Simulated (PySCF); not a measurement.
**C₃H₇BF₂O₂: electronic excitations**

What electronic excitations should C₃H₇BF₂O₂ (`COCCOB(F)F`) show?

Programs: PySCF 2.14.0, with density-fitted response routines of our own. Each step states its level of theory. These are calculated values for one molecule in the gas phase, unless marked as measured. Atoms are numbered from 0 throughout.

## 1. The molecule as given

15 atoms, charge 0, multiplicity 1; geometry from: GFN2-xTB.

Bonds of the start (Å): C0–O1 1.41, O1–C2 1.41, C2–C3 1.53, C3–O4 1.42, O4–B5 1.32, B5–F6 1.32, B5–F7 1.33, C0–H8 1.10, C0–H9 1.10, C0–H10 1.09, C2–H11 1.10, C2–H12 1.10, C3–H13 1.09, C3–H14 1.09.

## 2. Ultraviolet spectrum: PBE0/def2-SVPD

Job settings and geometry (Å):

```
{"job": {"kind": "uv", "xc": "PBE0", "basis": "def2-SVPD", "nstates": 8, "ntriplets": 3}, "charge": 0, "multiplicity": 1}
C     -2.122529     0.614496    -0.900496
O     -0.820591     0.088429    -0.846173
C     -0.542103    -0.576981     0.360078
C      0.926873    -0.991944     0.348172
O      1.746632     0.155407     0.499139
B      2.358719     0.770311    -0.493614
F      3.020530     1.887554    -0.252480
F      2.422486     0.324867    -1.740954
H     -2.287826     1.352523    -0.106069
H     -2.874048    -0.179316    -0.806739
H     -2.220274     1.095748    -1.870868
H     -0.726566     0.087718     1.217393
H     -1.174851    -1.472755     0.464242
H      1.148491    -1.499671    -0.594620
H      1.140643    -1.648397     1.195421
```

Level: TDDFT PBE0/def2-SVPD, vertical, gas phase, core orbitals frozen in the response.

Run with:

```
OMP_NUM_THREADS=1 python probes_run.py task.json out
```

This one command runs all jobs of the session in turn.

What will the session give for the following? lowest singlet (PBE0/def2-SVPD); lowest triplet. Wanted: lowest singlet; lowest triplet.

The runs gave:

| quantity | value |
| --- | --- |
| lowest singlet (PBE0/def2-SVPD) | 7.17 eV (173 nm), f = 0.023 |
| lowest triplet | 6.99 eV |

The first singlet state (HOMO→LUMO 0.86, HOMO→LUMO+1 0.10) lies at 7.17 eV and is weak. The lowest triplet lies 0.18 eV below the lowest singlet (triplets in Tamm-Dancoff, singlets in full TDDFT).
